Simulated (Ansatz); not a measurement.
# C4H9ClOSi: small, medium and large basis sets

One table from this session's results is given with a row withheld; the runs are named, their logs left out.

Program: Ansatz 0.2.0, Gaussian basis. Level of theory: one geometry, several basis sets. These are calculated values, not measurements.

The runs, in order: PBE0-D4/def2-SVP; ωB97M-V/def2-SVP; PBE0-D4/def2-QZVPP; ωB97M-V/def2-QZVPP; the functionals' def2-TZVPP values are taken from earlier runs.

## The geometry

All runs share one geometry, relaxed beforehand with PBE0-D4 in a triple-zeta def2 set.

SMILES `CC(C)(C)O[Si]Cl`, 16 atoms, charge 0, spin multiplicity 1.

Atoms are counted from 1 here; the program's logs count them from 0.

Bond lengths: C1–C2 1.519 Å, C1–H8 1.092 Å, C1–H9 1.092 Å, C1–H10 1.090 Å, C2–C3 1.518 Å, C2–C4 1.519 Å, C2–O5 1.440 Å, C3–H11 1.092 Å, C3–H12 1.092 Å, C3–H13 1.092 Å, C4–H14 1.090 Å, C4–H15 1.092 Å, C4–H16 1.092 Å, O5–Si6 1.614 Å, Si6–Cl7 2.129 Å. Angles: C2–C1–H8 110.3°, C2–C1–H9 109.9°, C2–C1–H10 111.0°, H8–C1–H9 108.3°, H8–C1–H10 108.8°, H9–C1–H10 108.4°, C1–C2–C3 110.8°, C1–C2–C4 111.5°, C1–C2–O5 108.8°, C3–C2–C4 110.8°, C3–C2–O5 105.8°, C4–C2–O5 108.8°, C2–C3–H11 110.4°, C2–C3–H12 110.4°, C2–C3–H13 110.4°, H11–C3–H12 108.5°, H11–C3–H13 108.5°, H12–C3–H13 108.5° and more.

Set-up of the first run:

in.yaml reads:

```yaml
crystal:
  periodic: [false, false, false]
  atoms:
    - {symbol: C, position_ang: [0.805216, -1.172610, -0.077659]}
    - {symbol: C, position_ang: [-0.045997, 0.080099, -0.196962]}
    - {symbol: C, position_ang: [-0.669170, 0.180446, -1.577710]}
    - {symbol: C, position_ang: [-1.113122, 0.133382, 0.883073]}
    - {symbol: O, position_ang: [0.805038, 1.234840, -0.067096]}
    - {symbol: Si, position_ang: [1.829980, 2.040527, 0.884008]}
    - {symbol: Cl, position_ang: [1.952981, 0.900652, 2.677674]}
    - {symbol: H, position_ang: [1.594568, -1.168194, -0.832243]}
    - {symbol: H, position_ang: [0.186719, -2.058857, -0.234823]}
    - {symbol: H, position_ang: [1.262476, -1.241890, 0.909738]}
    - {symbol: H, position_ang: [0.105985, 0.181157, -2.346298]}
    - {symbol: H, position_ang: [-1.247147, 1.102004, -1.668625]}
    - {symbol: H, position_ang: [-1.335117, -0.666347, -1.756749]}
    - {symbol: H, position_ang: [-0.667370, 0.072346, 1.876259]}
    - {symbol: H, position_ang: [-1.682228, 1.062388, 0.808549]}
    - {symbol: H, position_ang: [-1.805610, -0.702545, 0.763264]}
basis:
  gaussian: {orbitals: def2-SVP}
hamiltonian: {xc: pbe0, dispersion: d4}
output: {orbitals: {seedname: orbitals}}
```

The run is started by

```
> ansatz run in.yaml --threads 2 --pin off --events-out ev --progress --plain --max-ram 22528MiB --backend cpu
```

Steps of the session up to this table: PBE0-D4 in def2-SVP; ωB97M-V in def2-SVP; PBE0-D4 in def2-QZVPP; ωB97M-V in def2-QZVPP.

One table of the session follows, with a row left open; its other results are not shown here.

It belongs to the step «Functionals by basis». 

| functional | basis | HOMO (eV) | LUMO (eV) |
| --- | --- | --- | --- |
| PBE0-D4 | def2-SVP | -7.09 | -1.62 |
| PBE0-D4 | def2-TZVPP | ? | ? |
| PBE0-D4 | def2-QZVPP | -7.22 | -1.78 |
| ωB97M-V | def2-SVP | -9.15 | 0.47 |
| ωB97M-V | def2-TZVPP | -9.29 | 0.26 |
| ωB97M-V | def2-QZVPP | -9.32 | 0.15 |

Q: Estimate the row for PBE0-D4, def2-TZVPP from the others.

As computed: HOMO (eV): -7.20; LUMO (eV): -1.73. In the column «HOMO (eV)» it lies between PBE0-D4, def2-QZVPP (-7.22) and PBE0-D4, def2-SVP (-7.09).
